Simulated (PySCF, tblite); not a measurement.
# CH3OSSi radical: geometry, infrared bands and EPR parameters

What infrared bands and EPR parameters should CH3OSSi radical (`O=[C]S[SiH3]`) show?

Computed with tblite 0.8.0 and PySCF 2.14.0, with density-fitted response routines of our own, on a single molecule in the gas phase. Atoms count from 0, in the outputs and in this text.

## Step 1: The molecule as given

7 atoms, charge 0, multiplicity 2; geometry from: force field or distance geometry start.

Bonds of the start (Å): O0–C1 1.18, C1–S2 1.68, S2–Si3 2.15, Si3–H4 1.47, Si3–H5 1.49, Si3–H6 1.48.

## Step 2: Relaxing the molecule with GFN2-xTB

Job settings and geometry (Å):

```
{"job": {"kind": "relax", "xc": "GFN2-xTB", "basis": "xTB"}, "charge": 0, "multiplicity": 2}
O      2.692000    -0.163800    -0.720600
C      1.690200    -0.689100    -0.382300
S      0.282000    -1.450600     0.129500
Si    -0.949100     0.287900     0.382400
H     -1.070100     1.001000    -0.892000
H     -2.301300    -0.146000     0.841100
H     -0.340300     1.165400     1.414100
```

The run is started by

```sh
$ OMP_NUM_THREADS=1 python probes_run.py task.json out
```

This one command runs all jobs of the session in turn.

**Question.** This job is followed by: GFN2-xTB harmonic vibrations, gas phase; UKS B3LYP, pcH-1 on C H O S Si, non-relativistic, mean-field spin-orbit, GIAO. What will the session give for the following? strongest single infrared mode (GFN2-xTB); zero-point energy (GFN2-xTB); g(iso) (B3LYP); ⟨S²⟩; largest a(iso) (averaged by class); potential on the surface of density 0.002 e/bohr³, 1st and 99th percentile.

The runs gave:

```
                                                                  quantity                  value
                                 strongest single infrared mode (GFN2-xTB)  1849 cm⁻¹, 720 km/mol
                                              zero-point energy (GFN2-xTB)          20.1 kcal/mol
                                                            g(iso) (B3LYP)                1.99824
                                                                      ⟨S²⟩     0.753 (exact 0.75)
                                        largest a(iso) (averaged by class)   13C on C1, 410.2 MHz
potential on the surface of density 0.002 e/bohr³, 1st and 99th percentile     -1.25 V and 1.86 V
```

**Reading.** Relaxing lowered the energy by 0.608 eV in 44 steps; the close pair that moved most is S2–Si3, from 2.145 to 2.202 Å. No mode is imaginary among the 15: a minimum at this level. The strongest single mode, at 1849 cm⁻¹, moves mainly C1 and O0. Unscaled tight-binding wavenumbers are off by several per cent, some by more. Its intensities can rank the bands wrongly. C1 carries the largest spin population, 0.57 e. The isotropic g lies 4.1 ppt below the free-electron value. These values are for one conformer; the search (at its own cheap level) found 1 more, at 0.81 kcal/mol, and measured spectra average over such forms.
